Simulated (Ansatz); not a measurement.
# C2H3FSSi: a ladder of functionals and wavefunction methods

How much do the methods differ for C2H3FSSi? The plan is to run it at one geometry with functionals of several rungs and with coupled cluster, and see how far each lands from CCSD(T) at the basis-set limit for the atomisation energy.

Computed with Ansatz 0.2.0, Gaussian basis. Level: functionals in def2-TZVPP, the program's frozen cores in correlated methods.

Plan: LDA (SPW92), PBE-D4, revPBE-D4, BLYP-D4, r2SCAN-D4, B97M-V, PBE0-D4, B3LYP-D4, r2SCANh-D4, r2SCAN0-D4, HSE06-D4, BHLYP-D4, CAM-B3LYP-D4, LC-ωPBE, ωB97X-V, ωB97M-V, B2PLYP, PBE-QIDH; CCSD(T)/def2-SVP; CCSD(T)/def2-TZVPP; MP2/def2-QZVPP; extrapolation to the limit; RPA on PBE.

### 1 The geometry

All runs share one geometry, relaxed beforehand with PBE0-D4 in a triple-zeta def2 set.

8 atoms, charge 0, spin multiplicity 1.

Atoms are counted from 1 here; the program's logs count them from 0.

Bond lengths: F1–C2 1.323 Å, C2–C3 1.330 Å, C2–Si5 1.787 Å, C3–S4 1.716 Å, C3–Si5 1.834 Å, S4–H6 1.346 Å, Si5–H7 1.484 Å, Si5–H8 1.484 Å. Angles: F1–C2–C3 134.2°, F1–C2–Si5 155.5°, C3–C2–Si5 70.3°, C2–C3–S4 142.5°, C2–C3–Si5 66.6°, S4–C3–Si5 150.8°, C3–S4–H6 97.7°, C2–Si5–C3 43.1°, C2–Si5–H7 122.6°, C2–Si5–H8 122.6°, C3–Si5–H7 121.2°, C3–Si5–H8 121.2°, H7–Si5–H8 110.6°.

### 2 LDA

This LDA is Slater exchange with PW92 correlation.

File in.yaml:

```yaml
crystal:
  periodic: [false, false, false]
  atoms:
    - {symbol: F, position_ang: [1.510910, 1.594258, 0.025514]}
    - {symbol: C, position_ang: [0.798701, 0.479109, 0.022444]}
    - {symbol: C, position_ang: [-0.501895, 0.209497, -0.044749]}
    - {symbol: S, position_ang: [-2.043580, 0.954626, -0.161535]}
    - {symbol: Si, position_ang: [0.547405, -1.289822, 0.069284]}
    - {symbol: H, position_ang: [-1.624981, 2.233968, -0.181428]}
    - {symbol: H, position_ang: [0.774408, -2.161738, -1.109936]}
    - {symbol: H, position_ang: [0.631030, -2.076898, 1.324606]}
basis:
  gaussian: {orbitals: def2-TZVPP}
hamiltonian: {xc: lda}
output: {orbitals: {seedname: orbitals}}
```

Further steps of the session: PBE-D4 (GGA); revPBE-D4 (GGA); BLYP-D4 (GGA); r2SCAN-D4 (meta-GGA); B97M-V (meta-GGA); PBE0-D4 (hybrid); B3LYP-D4 (hybrid); r2SCANh-D4 (hybrid); r2SCAN0-D4 (hybrid); HSE06-D4 (hybrid); BHLYP-D4 (hybrid); CAM-B3LYP-D4 (range-separated); LC-ωPBE (range-separated); ωB97X-V (range-separated); ωB97M-V (range-separated); B2PLYP (double hybrid); PBE-QIDH (double hybrid); CCSD(T) in def2-SVP; CCSD(T) in def2-TZVPP; MP2 in def2-QZVPP; RPA on PBE orbitals.

Q: Predict the results of all the runs planned. Wanted: atomisation energy, CCSD(T)/CBS; farthest beyond LDA; mean size of error, GGA; mean size of error, meta-GGA; mean size of error, hybrid; mean size of error, range-separated; mean size of error, double hybrid; gap, smallest and largest; T1 diagnostic.

The runs gave:

```
                               quantity                                                  value
        atomisation energy, CCSD(T)/CBS                                         684.0 kcal/mol
functionals within 3.4 kcal/mol (0.5 %)  B3LYP-D4, r2SCANh-D4, CAM-B3LYP-D4, LC-ωPBE, PBE-QIDH
                    farthest beyond LDA                                PBE-D4 (+29.8 kcal/mol)
                mean size of error, GGA                                          14.0 kcal/mol
           mean size of error, meta-GGA                                          10.1 kcal/mol
             mean size of error, hybrid                                           9.8 kcal/mol
    mean size of error, range-separated                                           3.9 kcal/mol
      mean size of error, double hybrid                                           3.9 kcal/mol
              gap, smallest and largest                  4.31 eV (BLYP-D4), 11.01 eV (LC-ωPBE)
                          T1 diagnostic                                                 0.0141
triples share of the correlation energy                                                  4.4 %
```

What this shows: LDA overbinds by 129.5 kcal/mol (19 %). PBE-D4 misses by +29.8 kcal/mol. Double hybrids carry the basis error of their MP2 part in triple zeta, and no dispersion term here, so their miss is partly the set-up's. By mean error the best rung here is double hybrid (3.9 kcal/mol) and the worst beyond LDA is GGA (14.0 kcal/mol). The gap between the best rungs is small, so their order is not settled. Misses under about 3.4 kcal/mol are within the doubt on the reference itself, which lacks core-valence correlation, relativity and higher excitations. Hartree-Fock recovers 68 % of the binding; the rest is correlation. CCSD(T) in def2-SVP is off by -46.4 kcal/mol, so the small basis spoils what the method gains. Orbital gaps span 4.3 to 11.0 eV; exact exchange widens them.
